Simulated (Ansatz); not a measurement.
# CH₉BSi₃: up Jacob's ladder to CCSD(T)

An exercise on one series of results from a longer session: the logs are not shown, and one member is left open.

The runs use Ansatz 0.2.0, Gaussian basis; functionals in def2-TZVPP, the program's frozen cores in correlated methods.

Levels to be run: PBE-D4, r2SCAN-D4, PBE0-D4, B3LYP-D4, ωB97X-V, ωB97M-V, B2PLYP; CCSD(T)/def2-TZVPP; MP2/def2-QZVPP; extrapolation to the limit.

## The geometry

All runs share one geometry, relaxed beforehand with PBE0-D4 in a triple-zeta def2 set.

SMILES `[SiH3]C1B[SiH2][SiH2]1`, 14 atoms, charge 0, spin multiplicity 1.

Atoms are counted from 1 here; the program's logs count them from 0.

Bond lengths: Si1–C2 1.865 Å, Si1–H6 1.488 Å, Si1–H7 1.488 Å, Si1–H8 1.488 Å, C2–B3 1.546 Å, C2–Si5 1.928 Å, C2–H9 1.091 Å, B3–Si4 1.960 Å, B3–H10 1.202 Å, Si4–Si5 2.401 Å, Si4–H11 1.483 Å, Si4–H12 1.481 Å, Si5–H13 1.485 Å, Si5–H14 1.481 Å. Angles: C2–Si1–H6 109.5°, C2–Si1–H7 110.8°, C2–Si1–H8 110.9°, H6–Si1–H7 108.5°, H6–Si1–H8 108.5°, H7–Si1–H8 108.5°, Si1–C2–B3 120.9°, Si1–C2–Si5 107.6°, Si1–C2–H9 111.9°, B3–C2–Si5 80.1°, B3–C2–H9 115.8°, Si5–C2–H9 116.5°, C2–B3–Si4 114.6°, C2–B3–H10 119.6°, Si4–B3–H10 114.6°, B3–Si4–Si5 61.3°, B3–Si4–H11 125.6°, B3–Si4–H12 119.5° and more.

Set-up of the first run:

in.yaml

```yaml
crystal:
  periodic: [false, false, false]
  atoms:
    - {symbol: Si, position_ang: [-1.140502, 0.827791, 1.400954]}
    - {symbol: C, position_ang: [-0.785543, 0.598828, -0.415365]}
    - {symbol: B, position_ang: [-0.603664, -0.813648, -1.016498]}
    - {symbol: Si, position_ang: [0.950043, -1.797522, -0.337130]}
    - {symbol: Si, position_ang: [1.129718, 0.577867, -0.637463]}
    - {symbol: H, position_ang: [-0.255556, -0.064850, 2.196625]}
    - {symbol: H, position_ang: [-2.555735, 0.488042, 1.709653]}
    - {symbol: H, position_ang: [-0.890325, 2.233901, 1.818705]}
    - {symbol: H, position_ang: [-1.339198, 1.309528, -1.030919]}
    - {symbol: H, position_ang: [-0.842836, -0.998868, -2.179743]}
    - {symbol: H, position_ang: [1.272804, -2.019490, 1.093705]}
    - {symbol: H, position_ang: [1.652673, -2.754483, -1.222911]}
    - {symbol: H, position_ang: [1.785777, 1.191281, 0.545690]}
    - {symbol: H, position_ang: [1.609440, 1.192423, -1.896503]}
basis:
  gaussian: {orbitals: def2-TZVPP}
hamiltonian: {xc: pbe, dispersion: d4}
output: {forces: true, orbitals: {seedname: orbitals}}
```

Launch:

```console
> ansatz run in.yaml --threads 4 --pin off --events-out ev --progress --plain --max-ram 10444MiB
```

Steps of the session up to this table: PBE-D4 (GGA); r2SCAN-D4 (meta-GGA); PBE0-D4 (hybrid); B3LYP-D4 (hybrid); ωB97X-V (range-separated); ωB97M-V (range-separated); B2PLYP (double hybrid); CCSD(T) in def2-TZVPP; MP2 in def2-QZVPP.

One table of the session follows, with a row left open; its other results are not shown here.

It belongs to the step «Atomisation energies». 

| method | atomisation energy (kcal/mol) |
| --- | --- |
| PBE-D4 | 1092.1 |
| r2SCAN-D4 | 1095.7 |
| PBE0-D4 | 1088.5 |
| B3LYP-D4 | 1087.6 |
| ωB97X-V | 1097.7 |
| ωB97M-V | 1092.0 |
| B2PLYP | ? |
| HF/def2-TZVPP | 827.2 |
| MP2/def2-TZVPP | 1063.4 |
| CCSD/def2-TZVPP | 1048.1 |
| CCSD(T)/def2-TZVPP | 1061.5 |
| MP2/CBS | 1089.6 |
| CCSD(T)/CBS | 1087.7 |

Q: Estimate the row for B2PLYP from the others.

As computed: atomisation energy (kcal/mol): 1071.9. In the column «atomisation energy (kcal/mol)» it lies between MP2/def2-TZVPP (1063.4) and B3LYP-D4 (1087.6).

Limits of these values: Free atoms (3 Si, 1 C, 1 B, 9 H) were run apart at each level; the atomisation energy is their sum less the molecule, without zero-point or spin-orbit terms.
